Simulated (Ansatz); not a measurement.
**CH8GeN2: one species, many methods**

One table from this session's results is given with a row withheld; the runs are named, their logs left out.

The runs use Ansatz 0.2.0, Gaussian basis; functionals in def2-TZVPP, the program's frozen cores in correlated methods.

Plan: PBE-D4, r2SCAN-D4, PBE0-D4, B3LYP-D4, ωB97X-V, ωB97M-V, B2PLYP; CCSD(T)/def2-TZVPP; MP2/def2-QZVPP; extrapolation to the limit.

### The geometry

An earlier PBE0-D4 in a triple-zeta def2 set relaxation fixed the geometry.

SMILES `[CH3][GeH]([NH2])[NH2]`, 12 atoms, charge 0, spin multiplicity 1.

Atoms are counted from 1 here; the program's logs count them from 0.

Bond lengths: C1–Ge2 1.941 Å, C1–H5 1.091 Å, C1–H6 1.091 Å, C1–H7 1.090 Å, Ge2–N3 1.836 Å, Ge2–N4 1.847 Å, Ge2–H8 1.549 Å, N3–H9 1.010 Å, N3–H10 1.011 Å, N4–H11 1.011 Å, N4–H12 1.011 Å. Angles: Ge2–C1–H5 111.1°, Ge2–C1–H6 109.6°, Ge2–C1–H7 109.9°, H5–C1–H6 108.7°, H5–C1–H7 108.8°, H6–C1–H7 108.8°, C1–Ge2–N3 110.1°, C1–Ge2–N4 105.8°, C1–Ge2–H8 112.3°, N3–Ge2–N4 109.4°, N3–Ge2–H8 104.9°, N4–Ge2–H8 114.3°, Ge2–N3–H9 114.7°, Ge2–N3–H10 114.2°, H9–N3–H10 108.8°, Ge2–N4–H11 114.6°, Ge2–N4–H12 115.1°, H11–N4–H12 108.4°.

Coordinates:

```mol
CH8GeN2
  3D, bonds by distance, orders not assigned

 12 11  0  0  0  0  0  0  0  0999 V2000
   -0.7542    1.3129   -0.7321 C   0  0
    0.4022   -0.1577   -0.2138 Ge  0  0
    1.3127    0.2672    1.3232 N   0  0
   -0.7186   -1.5896    0.1118 N   0  0
   -1.2874    1.0855   -1.6569 H   0  0
   -1.4858    1.4992    0.0558 H   0  0
   -0.1621    2.2162   -0.8819 H   0  0
    1.5053   -0.4375   -1.2650 H   0  0
    2.1891   -0.2196    1.4423 H   0  0
    0.7668    0.1682    2.1683 H   0  0
   -1.4391   -1.7274   -0.5841 H   0  0
   -0.2519   -2.4726    0.2666 H   0  0
  1  2  8  0
  2  3  8  0
  2  4  8  0
  1  5  8  0
  1  6  8  0
  1  7  8  0
  2  8  8  0
  3  9  8  0
  3 10  8  0
  4 11  8  0
  4 12  8  0
M  END
```

The first run:

in.yaml

```yaml
crystal:
  periodic: [false, false, false]
  atoms:
    - {symbol: C, position_ang: [-0.754175, 1.312932, -0.732143]}
    - {symbol: Ge, position_ang: [0.402211, -0.157707, -0.213785]}
    - {symbol: N, position_ang: [1.312683, 0.267176, 1.323239]}
    - {symbol: N, position_ang: [-0.718620, -1.589550, 0.111797]}
    - {symbol: H, position_ang: [-1.287368, 1.085516, -1.656943]}
    - {symbol: H, position_ang: [-1.485807, 1.499246, 0.055765]}
    - {symbol: H, position_ang: [-0.162124, 2.216165, -0.881940]}
    - {symbol: H, position_ang: [1.505344, -0.437485, -1.264990]}
    - {symbol: H, position_ang: [2.189102, -0.219613, 1.442300]}
    - {symbol: H, position_ang: [0.766762, 0.168182, 2.168276]}
    - {symbol: H, position_ang: [-1.439102, -1.727392, -0.584129]}
    - {symbol: H, position_ang: [-0.251907, -2.472570, 0.266552]}
basis:
  gaussian: {orbitals: def2-TZVPP}
hamiltonian: {xc: pbe, dispersion: d4}
output: {forces: true, orbitals: {seedname: orbitals}}
```

Run with:

```sh
> ansatz run in.yaml --threads 4 --pin off --events-out ev --progress --plain --max-ram 10444MiB
```

Among the steps run: PBE-D4 (GGA); r2SCAN-D4 (meta-GGA); PBE0-D4 (hybrid); B3LYP-D4 (hybrid); ωB97X-V (range-separated); ωB97M-V (range-separated); B2PLYP (double hybrid); CCSD(T) in def2-TZVPP; MP2 in def2-QZVPP.

One table of the session follows, with a row left open; its other results are not shown here.

It belongs to the step «Atomisation energies». 

| method | atomisation energy (kJ/mol) |
| --- | --- |
| PBE-D4 | 4106.2 |
| r2SCAN-D4 | 4036.8 |
| PBE0-D4 | 4039.2 |
| B3LYP-D4 | 4062.7 |
| ωB97X-V | 4078.3 |
| ωB97M-V | 4062.0 |
| B2PLYP | ? |
| HF/def2-TZVPP | 2829.0 |
| MP2/def2-TZVPP | 3981.4 |
| CCSD/def2-TZVPP | 3907.5 |
| CCSD(T)/def2-TZVPP | 3963.0 |
| MP2/CBS | 4089.1 |
| CCSD(T)/CBS | 4070.7 |

Q: Estimate the row for B2PLYP from the others.

As computed: atomisation energy (kJ/mol): 4016.2. In the column «atomisation energy (kJ/mol)» it lies between MP2/def2-TZVPP (3981.4) and r2SCAN-D4 (4036.8).

Caveats from the session: Free atoms (1 C, 1 Ge, 2 N, 8 H) were run apart at each level; the atomisation energy is their sum less the molecule, without zero-point or spin-orbit terms.
